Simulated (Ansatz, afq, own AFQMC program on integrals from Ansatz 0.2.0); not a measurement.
# H2BrO (doublet): AFQMC on the coupled-cluster ladder at distance O1–H3 along a hydrogen transfer = 1.245 Å, cc-pVTZ

How near does AFQMC come to the top of the ladder for H2BrO (doublet)?

Program: Ansatz 0.2.0, Gaussian basis, and an in-house AFQMC program (afq) on its integrals; all values are calculated. Level of theory: cc-pVTZ, frozen cores. These are calculated values, not measurements.

To be run: PBE (unrestricted); CCSD(T) on UHF; r2SCAN (unrestricted); PBE0 (unrestricted); CCSD(T) on UHF; B3LYP (unrestricted); wB97M-V (unrestricted); B2PLYP (unrestricted); CCSD(T) on UHF; Phaseless AFQMC, CISD trial on UHF.

## (1) What is computed

The geometry derives from fragments relaxed apart (PBE0/def2-TZVP) and kept rigid, so it is no stationary point. A hydrogen atom is moved between rigid fragments. No spin-orbit coupling is included. The filled d shell of Br may be among the frozen orbitals whatever the setting's name suggests; the logs give the count.

4 atoms, charge 0, spin multiplicity 2.

Atoms are counted from 1 here; the program's logs count them from 0.

Bond lengths: O1–H2 0.960 Å, O1–H3 1.245 Å. Angles: H2–O1–H3 105.1°.

## (2) PBE (unrestricted)

The input, in.yaml:

```yaml
crystal:
  periodic: [false, false, false]
  atoms:
    - {symbol: O, position_ang: [-1.037673, -0.231644, 0.000000]}
    - {symbol: H, position_ang: [-1.286982, 0.694932, 0.000000]}
    - {symbol: H, position_ang: [0.207327, -0.231644, 0.000000]}
    - {symbol: Br, position_ang: [2.117327, -0.231644, 0.000000]}
basis:
  gaussian: {orbitals: cc-pVTZ}
magnetization: {spin_polarized: true, initial_magnetization: 1}
hamiltonian: {xc: {name: PBE}}
output: {orbitals: {seedname: orbitals}}
```

Command:

```sh
$ ansatz run in.yaml --threads 1 --pin off --events-out ev --progress --plain --max-ram 8192MiB --backend cpu
```

The log of the run:

```text
Functional definition: PBE
  name "PBE"
  cite "Perdew, Burke & Ernzerhof, Phys. Rev. Lett. 77, 3865 (1996) doi:10.1103/PhysRevLett.77.3865"
  parent pbe
  parameter kappa = 0.804
  parameter beta = 0.06672455060314922
  exchange = pbe_x(kappa = kappa, mu = beta*pi^2/3)
  correlation = pbe_c(beta = beta)
661 factors; their error is unknown
mean field evaluation 1: about -72105.6390 eV, gradient 4.6e1 eV
mean field evaluation 2: about -72039.0091 eV, gradient 1.2e2 eV
mean field evaluation 4: about -72106.0033 eV, gradient 3.3e1 eV
mean field evaluation 8: about -72112.3928 eV, gradient 1.1e1 eV
mean field evaluation 16: about -72113.5203 eV, gradient 1.5e-5 eV
mean field evaluation 32: about -72113.3069 eV, gradient 1.4e-1 eV
mean field evaluation 64: about -72113.3236 eV, gradient 4.3e0 eV
mean field evaluation 96: about -72113.1401 eV, gradient 5.4e0 eV
mean field -72113.52026902 eV, -2650.1229895867 hartree, gradient 5.2e-6 eV, S^2 0.751811; 10 other end points of the search recorded, 0 dependent functions left out
reference -72113.52029662 eV, -2650.1229906010 hartree; 23, 22 occupied and 78, 79 virtual orbitals, 661 factors
Total energy: -72113.52029662 eV, -2650.1229906010 hartree
```

Run time: 13 s. Hardware: 1 thread of AMD EPYC 7R13 (Zen 3), shared host; peak memory 1.8 GiB.

From the report: ⟨S²⟩ of the determinant 0.752 (pure doublet: 0.75).

## (3) CCSD(T) on UHF

Edit in.yaml of step 2 so:

```diff
@@ -10,3 +10,2 @@
 magnetization: {spin_polarized: true, initial_magnetization: 1}
-hamiltonian: {xc: {name: PBE}}
-output: {orbitals: {seedname: orbitals}}
+correlation: {method: ccsd_t, electrons: outside_noble_gas, hamiltonian_folder: ham}
```

Command:

```sh
$ ansatz run in.yaml --threads 1 --pin off --events-out ev --progress --plain --max-ram 24576MiB --backend cuda --devices 0, --max-vram 18GiB
```

The log of the run, cut to the lines that bear on the results:

```text
Functional definition: HF
  name "HF"
  cite "Fock, Z. Phys. 61, 126 (1930) doi:10.1007/BF01340294"
  parent pbe
[...]
622 factors; integrals over basis functions are off by at most 1.1e-3 eV
[...]
mean field -72067.64413412 eV, -2648.4370727254 hartree, gradient 2.9e-6 eV, S^2 0.849359; 15 other end points of the search recorded, 0 dependent functions left out
determinant -72067.64413412 eV, -2648.4370727254 hartree, with singles and doubles -72079.52978591 eV, -2648.8738623720 hartree
determinant -72067.56738307 eV, -2648.4342521760 hartree, with singles and doubles -72079.47321784 eV, -2648.8717835341 hartree
determinant -72067.55016378 eV, -2648.4336193791 hartree, with singles and doubles -72079.44987596 eV, -2648.8709257355 hartree
determinant -72067.19755179 eV, -2648.4206611274 hartree, with singles and doubles -72078.44212419 eV, -2648.8338915413 hartree
determinant -72066.35520708 eV, -2648.3897055301 hartree, with singles and doubles -72078.94309127 eV, -2648.8523017416 hartree
determinant -72067.64413412 eV, -2648.4370727254 hartree, with singles and doubles -72079.49373998 eV, -2648.8725377086 hartree
determinant -72067.56738307 eV, -2648.4342521760 hartree, with singles and doubles -72079.42554032 eV, -2648.8700314173 hartree
determinant -72067.55016378 eV, -2648.4336193791 hartree, with singles and doubles -72079.42823832 eV, -2648.8701305671 hartree
15 core orbitals not correlated: weight in the atoms' cores, before any rotation towards them, 1.000 or more for the frozen orbitals, at most 0.000 for the correlated occupied ones
reference -72067.64413412 eV, -2648.4370727254 hartree; 8, 7 occupied and 78, 79 virtual orbitals, 622 factors
second order -10.99429623 eV of doubles, -0.00000000 eV of singles
cycle   1  -11.84960334 eV  change    2.5e-6 eV  update   3.8e-6
perturbative correction -0.41658208 eV, -0.0153091090 hartree
Total energy: -72079.91031954 eV, -2648.8878467252 hartree
```

It took 37 s on 1 × NVIDIA H100 80GB HBM3 with 1 thread of AMD EPYC 7R13 (Zen 3), shared host; peak host memory 1.8 GiB.

From the report: ⟨S²⟩ of the determinant 0.849 (pure doublet: 0.75); correlation -12.2662 eV; T1 0.026; largest double amplitude 0.05.

This run also writes the integrals to the folder ham.

## (4) r2SCAN (unrestricted)

Edit in.yaml of step 3 so:

```diff
@@ -10,2 +10,2 @@
 magnetization: {spin_polarized: true, initial_magnetization: 1}
-correlation: {method: ccsd_t, electrons: outside_noble_gas, hamiltonian_folder: ham}
+hamiltonian: {xc: {name: r2SCAN}}
```

Command:

```sh
$ ansatz run in.yaml --threads 1 --pin off --events-out ev --progress --plain --max-ram 8192MiB --backend cpu
```

The log of the run, cut to the lines that bear on the results:

```text
Functional definition: r2SCAN
  name "r2SCAN"
  cite "Furness, Kaplan, Ning, Perdew & Sun, J. Phys. Chem. Lett. 11, 8208 (2020) doi:10.1021/acs.jpclett.0c02405"
  cite "Furness, Kaplan, Ning, Perdew & Sun, J. Phys. Chem. Lett. 11, 9248 (2020) doi:10.1021/acs.jpclett.0c03077"
  parent r2scan
[...]
661 factors; their error is unknown
[...]
mean field -72124.55751076 eV, -2650.5286007393 hartree, gradient 3.5e-6 eV, S^2 0.753297; 10 other end points of the search recorded, 0 dependent functions left out
reference -72124.55751904 eV, -2650.5286010439 hartree; 23, 22 occupied and 78, 79 virtual orbitals, 661 factors
Total energy: -72124.55751904 eV, -2650.5286010439 hartree
```

Wall time 30 s (1 thread of AMD EPYC 7R13 (Zen 3), shared host); peak memory 1.8 GiB.

From the report: ⟨S²⟩ of the determinant 0.753 (pure doublet: 0.75).

## (5) PBE0 (unrestricted)

Edit in.yaml of step 4 so:

```diff
@@ -10,2 +10,3 @@
 magnetization: {spin_polarized: true, initial_magnetization: 1}
-hamiltonian: {xc: {name: r2SCAN}}
+hamiltonian: {xc: {name: PBE0}}
+output: {orbitals: {seedname: orbitals}}
```

Launched as before.

The log of the run, cut to the lines that bear on the results:

```text
Functional definition: PBE0
  name "PBE0"
  cite "Adamo & Barone, J. Chem. Phys. 110, 6158 (1999) doi:10.1063/1.478522"
  cite "Perdew, Burke & Ernzerhof, Phys. Rev. Lett. 77, 3865 (1996) doi:10.1103/PhysRevLett.77.3865"
  parent pbe
[...]
700 factors; their error is unknown
[...]
mean field -72115.47832079 eV, -2650.1949466620 hartree, gradient 4.6e-6 eV, S^2 0.765445; 5 other end points of the search recorded, 0 dependent functions left out
reference -72115.47834096 eV, -2650.1949474034 hartree; 23, 22 occupied and 78, 79 virtual orbitals, 700 factors
Total energy: -72115.47834096 eV, -2650.1949474034 hartree
```

Wall time 15 s (1 thread of AMD EPYC 7R13 (Zen 3), shared host); peak memory 1.8 GiB.

From the report: ⟨S²⟩ of the determinant 0.765 (pure doublet: 0.75).

## (6) CCSD(T) on UHF

Edit in.yaml of step 5 so:

```diff
@@ -8,5 +8,4 @@
 basis:
-  gaussian: {orbitals: cc-pVTZ}
+  gaussian: {orbitals: def2-TZVPP}
 magnetization: {spin_polarized: true, initial_magnetization: 1}
-hamiltonian: {xc: {name: PBE0}}
-output: {orbitals: {seedname: orbitals}}
+correlation: {method: ccsd_t, electrons: outside_noble_gas}
```

Command:

```sh
$ ansatz run in.yaml --threads 1 --pin off --events-out ev --progress --plain --max-ram 24576MiB --backend cuda --devices 0, --max-vram 18GiB
```

The log of the run, cut to the lines that bear on the results:

```text
Functional definition: HF
  name "HF"
  cite "Fock, Z. Phys. 61, 126 (1930) doi:10.1007/BF01340294"
  parent pbe
[...]
687 factors; integrals over basis functions are off by at most 1.2e-3 eV
[...]
mean field -72066.49556696 eV, -2648.3948636606 hartree, gradient 1.7e-6 eV, S^2 0.847986; 15 other end points of the search recorded, 0 dependent functions left out
determinant -72066.49556696 eV, -2648.3948636606 hartree, with singles and doubles -72078.39896168 eV, -2648.8323053480 hartree
determinant -72066.44660878 eV, -2648.3930644808 hartree, with singles and doubles -72078.36894378 eV, -2648.8312022108 hartree
determinant -72066.42882645 eV, -2648.3924109921 hartree, with singles and doubles -72078.34456469 eV, -2648.8303062958 hartree
determinant -72066.02851567 eV, -2648.3776998424 hartree, with singles and doubles -72077.27646951 eV, -2648.7910545219 hartree
determinant -72065.23306615 eV, -2648.3484676115 hartree, with singles and doubles -72077.83623024 eV, -2648.8116253491 hartree
determinant -72066.49556696 eV, -2648.3948636606 hartree, with singles and doubles -72078.35899591 eV, -2648.8308366332 hartree
determinant -72066.44660878 eV, -2648.3930644808 hartree, with singles and doubles -72078.31926642 eV, -2648.8293766014 hartree
determinant -72066.42882645 eV, -2648.3924109921 hartree, with singles and doubles -72078.30624506 eV, -2648.8288980752 hartree
15 core orbitals not correlated: weight in the atoms' cores, before any rotation towards them, 1.000 or more for the frozen orbitals, at most 0.000 for the correlated occupied ones
reference -72066.49556696 eV, -2648.3948636606 hartree; 8, 7 occupied and 84, 85 virtual orbitals, 687 factors
second order -11.01207578 eV of doubles, -0.00000000 eV of singles
cycle   1  -11.86342541 eV  change    3.5e-6 eV  update   2.1e-6
perturbative correction -0.42074431 eV, -0.0154620683 hartree
Total energy: -72078.77973668 eV, -2648.8462985715 hartree
```

Wall time 37 s (1 × NVIDIA H100 80GB HBM3 with 1 thread of AMD EPYC 7R13 (Zen 3), shared host); peak host memory 1.8 GiB.

From the report: ⟨S²⟩ of the determinant 0.848 (pure doublet: 0.75); correlation -12.2842 eV; T1 0.027; largest double amplitude 0.04.

## (7) B3LYP (unrestricted)

Edit in.yaml of step 6 so:

```diff
@@ -8,4 +8,4 @@
 basis:
-  gaussian: {orbitals: def2-TZVPP}
+  gaussian: {orbitals: cc-pVTZ}
 magnetization: {spin_polarized: true, initial_magnetization: 1}
-correlation: {method: ccsd_t, electrons: outside_noble_gas}
+hamiltonian: {xc: {name: B3LYP}}
```

Command:

```sh
$ ansatz run in.yaml --threads 1 --pin off --events-out ev --progress --plain --max-ram 8192MiB --backend cpu
```

The log of the run, cut to the lines that bear on the results:

```text
Functional definition: B3LYP
  name "B3LYP"
  cite "Stephens, Devlin, Chabalowski & Frisch, J. Phys. Chem. 98, 11623 (1994) doi:10.1021/j100096a001"
  cite "Becke, Phys. Rev. A 38, 3098 (1988) doi:10.1103/PhysRevA.38.3098"
  cite "Lee, Yang & Parr, Phys. Rev. B 37, 785 (1988) doi:10.1103/PhysRevB.37.785"
  cite "Vosko, Wilk & Nusair, Can. J. Phys. 58, 1200 (1980) doi:10.1139/p80-159"
[...]
691 factors; their error is unknown
[...]
mean field -72126.81102477 eV, -2650.6114158518 hartree, gradient 6.3e-6 eV, S^2 0.761192; 12 other end points of the search recorded, 0 dependent functions left out
reference -72126.81121660 eV, -2650.6114229015 hartree; 23, 22 occupied and 78, 79 virtual orbitals, 691 factors
Total energy: -72126.81121660 eV, -2650.6114229015 hartree
```

Wall time 34 s (1 thread of AMD EPYC 7R13 (Zen 3), shared host); peak memory 1.8 GiB.

From the report: ⟨S²⟩ of the determinant 0.761 (pure doublet: 0.75).

## (8) wB97M-V (unrestricted)

Edit in.yaml of step 7 so:

```diff
@@ -10,2 +10,3 @@
 magnetization: {spin_polarized: true, initial_magnetization: 1}
-hamiltonian: {xc: {name: B3LYP}}
+hamiltonian: {xc: {name: wB97M-V}}
+output: {orbitals: {seedname: orbitals}}
```

The command is unchanged.

The log of the run, cut to the lines that bear on the results:

```text
Functional definition: wB97M-V
  name "wB97M-V"
  cite "Mardirossian & Head-Gordon, J. Chem. Phys. 144, 214110 (2016) doi:10.1063/1.4952647"
  cite "Becke, J. Chem. Phys. 107, 8554 (1997) doi:10.1063/1.475007"
  cite "Vydrov & Van Voorhis, J. Chem. Phys. 133, 244103 (2010) doi:10.1063/1.3521275"
  # Of w^i u^j: cxij and so on, Table III.
[...]
  gx(w, u) = 1 - cx + cx01*u + cx10*w
  gss(w, u) = css00 + css04*u^4 + css10*w + css20*w^2 + css43*w^4*u^3
  gos(w, u) = cos00 + cos10*w + (cos20 + cos21*u)*w^2 + (cos60 + cos61*u)*w^6
[...]
      + integral(e_c_pw_mod_opposite_spin*gos(b97_w_opposite, b97_u_opposite)) + vv10(b, c)
683 factors; their error is unknown
120 factors; integrals over basis functions are off by at most 4.3e-5 eV
[...]
mean field -72120.98736923 eV, -2650.3974004581 hartree, gradient 6.8e-6 eV, S^2 0.764846; 5 other end points of the search recorded, 0 dependent functions left out
reference -72120.98739958 eV, -2650.3974015734 hartree; 23, 22 occupied and 78, 79 virtual orbitals, 683 factors
Total energy: -72120.98739958 eV, -2650.3974015734 hartree
```

It took 39 s on 1 thread of AMD EPYC 7R13 (Zen 3), shared host; peak memory 1.8 GiB.

From the report: ⟨S²⟩ of the determinant 0.765 (pure doublet: 0.75).

## (9) B2PLYP (unrestricted)

Edit in.yaml of step 8 so:

```diff
@@ -10,3 +10,3 @@
 magnetization: {spin_polarized: true, initial_magnetization: 1}
-hamiltonian: {xc: {name: wB97M-V}}
-output: {orbitals: {seedname: orbitals}}
+hamiltonian: {xc: {name: B2PLYP}}
+correlation: {electrons: outside_noble_gas}
```

The command is unchanged.

The log of the run, cut to the lines that bear on the results:

```text
Functional definition: B2PLYP
  name "B2PLYP"
  cite "Grimme, J. Chem. Phys. 124, 034108 (2006) doi:10.1063/1.2148954"
  cite "Becke, Phys. Rev. A 38, 3098 (1988) doi:10.1103/PhysRevA.38.3098"
  cite "Lee, Yang & Parr, Phys. Rev. B 37, 785 (1988) doi:10.1103/PhysRevB.37.785"
[...]
622 factors; integrals over basis functions are off by at most 1.1e-3 eV
[...]
mean field -72109.39013540 eV, -2649.9712099760 hartree, gradient 4.3e-6 eV, S^2 0.786638; 9 other end points of the search recorded, 0 dependent functions left out
15 core orbitals not correlated: weight in the atoms' cores, before any rotation towards them, 1.000 or more for the frozen orbitals, at most 0.000 for the correlated occupied ones
reference -72109.39025557 eV, -2649.9712143920 hartree; 8, 7 occupied and 78, 79 virtual orbitals, 622 factors
second order -13.53685630 eV of doubles, -0.00000000 eV of singles
Total energy: -72113.04520677 eV, -2650.1055313712 hartree
```

Run time: 23 s. Hardware: 1 thread of AMD EPYC 7R13 (Zen 3), shared host; peak memory 1.8 GiB.

From the report: ⟨S²⟩ of the determinant 0.787 (pure doublet: 0.75).

## (10) CCSD(T) on UHF

Edit in.yaml of step 9 so:

```diff
@@ -8,5 +8,4 @@
 basis:
-  gaussian: {orbitals: cc-pVTZ}
+  gaussian: {orbitals: "def2-QZVPP.json"}
 magnetization: {spin_polarized: true, initial_magnetization: 1}
-hamiltonian: {xc: {name: B2PLYP}}
-correlation: {electrons: outside_noble_gas}
+correlation: {method: ccsd_t, electrons: outside_noble_gas}
```

Command:

```sh
$ ansatz run in.yaml --threads 1 --pin off --events-out ev --progress --plain --max-ram 24576MiB --backend cuda --devices 0, --max-vram 18GiB
```

The log of the run, cut to the lines that bear on the results:

```text
Functional definition: HF
  name "HF"
  cite "Fock, Z. Phys. 61, 126 (1930) doi:10.1007/BF01340294"
  parent pbe
[...]
1315 factors; integrals over basis functions are off by at most 1.6e-3 eV
[...]
mean field -72067.94704111 eV, -2648.4482043517 hartree, gradient 2.0e-6 eV, S^2 0.847756; 15 other end points of the search recorded, 0 dependent functions left out
determinant -72067.94704111 eV, -2648.4482043517 hartree, with singles and doubles -72080.87574080 eV, -2648.9233253019 hartree
determinant -72067.91440094 eV, -2648.4470048478 hartree, with singles and doubles -72080.86961884 eV, -2648.9231003240 hartree
determinant -72067.89677480 eV, -2648.4463570990 hartree, with singles and doubles -72080.84512364 eV, -2648.9222001420 hartree
determinant -72067.47362949 eV, -2648.4308067958 hartree, with singles and doubles -72079.75491976 eV, -2648.8821358887 hartree
[...]
determinant -72067.94704111 eV, -2648.4482043517 hartree, with singles and doubles -72080.72436438 eV, -2648.9177623213 hartree
determinant -72067.91440094 eV, -2648.4470048478 hartree, with singles and doubles -72080.70365803 eV, -2648.9170013767 hartree
determinant -72067.89677480 eV, -2648.4463570990 hartree, with singles and doubles -72080.68366991 eV, -2648.9162668269 hartree
determinant -72066.71214891 eV, -2648.4028229007 hartree, with singles and doubles -72080.59455275 eV, -2648.9129918318 hartree
15 core orbitals not correlated: weight in the atoms' cores, before any rotation towards them, 1.000 or more for the frozen orbitals, at most 0.000 for the correlated occupied ones
reference -72067.94704111 eV, -2648.4482043517 hartree; 8, 7 occupied and 183, 184 virtual orbitals, 1315 factors
second order -12.03058265 eV of doubles, -0.00000000 eV of singles
cycle   1  -12.77732911 eV  change   -5.8e-6 eV  update   3.3e-6
perturbative correction -0.50127448 eV, -0.0184214974 hartree
Total energy: -72081.22564470 eV, -2648.9361840331 hartree
```

Wall time 80 s (1 × NVIDIA H100 80GB HBM3 with 1 thread of AMD EPYC 7R13 (Zen 3), shared host); peak host memory 1.8 GiB.

From the report: ⟨S²⟩ of the determinant 0.848 (pure doublet: 0.75); correlation -13.2786 eV; T1 0.028; largest double amplitude 0.05.

## (11) Phaseless AFQMC, CISD trial on UHF

It reads the integrals that the CCSD(T) run on this determinant wrote.

Command:

```sh
$ afq ham --method phaseless --trial cisd --walkers 1400 --populations 20 --least-time 60 --time-step 0.005 --steps-per-block 50 --equilibration-blocks 28 --max-blocks 4000 --target-error 0.00023 --factor-cut 1e-05 --start spin_pure --seed 2545 --release-times 0.24,0.51,0.99,1.5 --release-step 0.03 --release-every 4 --taylor-order 6
```

The log of the run:

```text
orbitals 86  electrons 8 7  factors 559 of 622
reference energy -2648.43707273 Eh
CCSD correlation -0.43546459 Eh in 19 cycles, weight of the determinant in the CISD state 0.8500
energy of the start -2648.863134 Eh
 block  time / (1/Eh)  mean weight  energy / Eh
     1     0.250  1.0003  -2648.864358
     2     0.500  1.0006  -2648.872753
     3     0.750  0.9999  -2648.877202
     4     1.000  0.9991  -2648.880357
     5     1.250  0.9993  -2648.881545
     6     1.500  0.9995  -2648.886020
     7     1.750  1.0007  -2648.888595
     8     2.000  1.0004  -2648.887844
     9     2.250  0.9999  -2648.889066
    10     2.500  1.0001  -2648.886750
    11     2.750  0.9996  -2648.885702
    13     3.250  0.9996  -2648.888195
    15     3.750  1.0003  -2648.888014
    17     4.250  0.9995  -2648.887151
    19     4.750  1.0001  -2648.888367
    21     5.250  0.9990  -2648.887994
    23     5.750  1.0001  -2648.890528
    25     6.250  0.9998  -2648.891668
    27     6.750  0.9997  -2648.889494
    29     7.250  1.0007  -2648.889818
    31     7.750  1.0004  -2648.887874
    33     8.250  1.0000  -2648.887022
    35     8.750  0.9994  -2648.889097
    37     9.250  1.0004  -2648.888452
    39     9.750  0.9993  -2648.886423
    41    10.250  0.9990  -2648.885964
    43    10.750  1.0001  -2648.887195
    45    11.250  1.0008  -2648.890128
    47    11.750  0.9995  -2648.891403
    49    12.250  1.0006  -2648.889165
    51    12.750  0.9985  -2648.890067
    53    13.250  0.9993  -2648.886772
    55    13.750  0.9999  -2648.889563
    57    14.250  1.0004  -2648.886451
    59    14.750  1.0007  -2648.890040
    61    15.250  1.0004  -2648.889173
    63    15.750  1.0008  -2648.885448
    65    16.250  0.9988  -2648.885413
    67    16.750  1.0011  -2648.887881
    69    17.250  1.0007  -2648.887412
    71    17.750  0.9994  -2648.883777
    73    18.250  1.0001  -2648.885788
    75    18.750  0.9997  -2648.889422
    77    19.250  1.0009  -2648.887933
    79    19.750  1.0000  -2648.888639
    81    20.250  1.0008  -2648.888106
    83    20.750  1.0011  -2648.887368
    85    21.250  1.0004  -2648.890081
    87    21.750  1.0006  -2648.886832
    89    22.250  0.9994  -2648.885569
    91    22.750  1.0001  -2648.887135
    93    23.250  0.9999  -2648.888336
    95    23.750  0.9997  -2648.886150
    97    24.250  0.9999  -2648.886690
    99    24.750  1.0001  -2648.885370
   101    25.250  0.9990  -2648.887268
   103    25.750  0.9998  -2648.886793
   105    26.250  0.9998  -2648.885360
   107    26.750  1.0002  -2648.886326
   109    27.250  1.0004  -2648.887023
   111    27.750  1.0002  -2648.887180
   113    28.250  0.9997  -2648.886167
   115    28.750  1.0001  -2648.888394
error from the spread of 20 populations
released: time / (1/Eh)  energy / Eh  error  mean overlap
  0.24  -2648.888737  0.000306  0.9930
  0.51  -2648.889051  0.000336  0.9870
  0.99  -2648.889282  0.000338  0.9878
  1.50  -2648.889366  0.000521  0.9731
energy -2648.887673 +/- 0.000243 Eh
```

It took 2.8 min on 1 × NVIDIA H100 80GB HBM3 with 2 threads of AMD EPYC 7R13 (Zen 3), shared host; peak host memory 1.8 GiB.

Energy -72079.9056 ± 0.0066 eV. Caveats: constraint bias not in the error.

## (12) All levels side by side

On the UHF determinant, counted from CCSD(T) (a yardstick, not exact):

```tsv
level	energy (eV)	from CCSD(T) (kJ/mol)	statistical error (kJ/mol)	time
HF	-72067.6441	+1183.5		
MP2	-72078.6384	+122.7		
CCSD	-72079.4937	+40.2		
CCSD(T)	-72079.9103	0.0		
Phaseless AFQMC, CISD trial, step 0.005, 1400 walkers	-72079.9056	+0.5	0.6	2.8 min
```

The functionals' totals stand on their own zeros and serve differences with other points: PBE -72113.520 eV; r2SCAN -72124.558 eV; PBE0 -72115.478 eV; B3LYP -72126.811 eV; wB97M-V -72120.987 eV; B2PLYP -72113.045 eV.

## (13) What came out

```
                                       quantity              value
Phaseless AFQMC, CISD trial on UHF from CCSD(T)  +0.5 ± 0.6 kJ/mol
```

On UHF the phaseless walk with the CISD trial lies +0.5 kJ/mol from CCSD(T), within three error bars. Error bars are statistical and leave out the constraint, the time step and what remains of the start.
